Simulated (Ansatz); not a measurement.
What does this script print? It uses Ansatz's Python interface.

`inpt3_pipeline.py`:
```python
'''Relax InPt3, then bands and states at the relaxed cell.'''

import warnings

import ansatz as az
import numpy as np
from pymatgen.core import Lattice, Structure
from pymatgen.io.ase import AseAtomsAdaptor

CUTOFF_EV = 470
SIGMA = 0.15
FUNCTIONAL = 'lda'


def count_gap(report):
    # lowest empty less highest filled band, counting bands; zero where they overlap
    return max(report.get('gap_by_band_count_ev') or 0.0, 0.0)


def setup_for(crystal, spacing):
    return (
        crystal.calculation()
        .pseudopotentials('paw')
        .basis(CUTOFF_EV)
        .occupations(az.OccupationsMethod.FERMI_DIRAC, width=SIGMA)
        .functional(FUNCTIONAL)
        .kpoints(spacing=spacing)
    )

warnings.simplefilter('ignore', az.DeckWarning)

pmg_structure = Structure(
    Lattice([(3.988, 0.0, 0.0), (0.0, 3.988, 0.0), (0.0, 0.0, 3.988)]),
    ['In', 'Pt', 'Pt', 'Pt'],
    [
        (0.0, 0.0, 0.0),
        (0.5, 0.5, 0.0),
        (0.0, 0.5, 0.5),
        (0.5, 0.0, 0.5),
    ],
)
inpt3 = az.Crystal.from_ase(AseAtomsAdaptor.get_atoms(pmg_structure))

relaxed = setup_for(inpt3, 0.3).relax(cell=True, force_tolerance=0.02, max_steps=40).checkpoint(write='relax.run', compress=False).run(threads=1)
cell = np.asarray(relaxed.lattice.cell_ang)
print('relaxed edges (A):', np.linalg.norm(cell, axis=1).round(4), ' volume:', round(abs(np.linalg.det(cell)), 3), 'A^3')
for site in relaxed.lattice.sites:
    print(' ', site.symbol, np.round(site.position_frac, 4) + 0.0)

final = az.Crystal.from_checkpoint('relax.run')
done = setup_for(final, 0.22).functional('r2scan').stress().band_table().density_of_states(energy_step=0.05).run(threads=1)
data = done.report
dos = done.density_of_states()
print(f'pressure at the relaxed cell {np.trace(data["stress_gpa"]) / 3:.3f} GPa, gap by band count {count_gap(data):.3f} eV')
if count_gap(data) == 0:
    print('states/eV at the Fermi level:', round(float(np.interp(dos.fermi_ev, dos.energies_ev, dos.spin_summed_g_bin_mean_per_ev)), 3))
```

```console
$ python inpt3_pipeline.py
relaxed edges (A): [3.9667 3.9667 3.9667]  volume: 62.415 A^3
  In [0. 0. 0.]
  Pt [0.5 0.5 0. ]
  Pt [0.  0.5 0.5]
  Pt [0.5 0.  0.5]
pressure at the relaxed cell 8.977 GPa, gap by band count 0.000 eV
states/eV at the Fermi level: 2.489
```

Notes:
- The cutoff lies under the one recommended for these potentials in some of the runs.
- Under the recommended cutoff a pressure can be off by several GPa, even in sign.
- Only differences from the Fermi energy are physical; the zero of the scale is a convention.
- A Fermi-Dirac width this large means warm electrons, whose thermal share enters the free energy.
- A gap by band count of zero or less means overlapping bands, a metal, and at an odd count of electrons it is no gap at all.
- The starting cell is as deposited in a crystallographic database; the results hold for this polymorph, which needn't be the stable one.
- Levels are Kohn-Sham eigenvalues on this mesh, without spin-orbit coupling.
- Where the second run takes another functional or mesh than the relaxation, its pressure isn't zero; pressure is positive in compression.
- The density of states is complete only as far up as bands were computed.
- The script silences the warnings on its input, which a real study should read.
- It ran for 26 s on 1 thread of Arm Neoverse V2, on a shared host, peak memory 0.64 GiB.
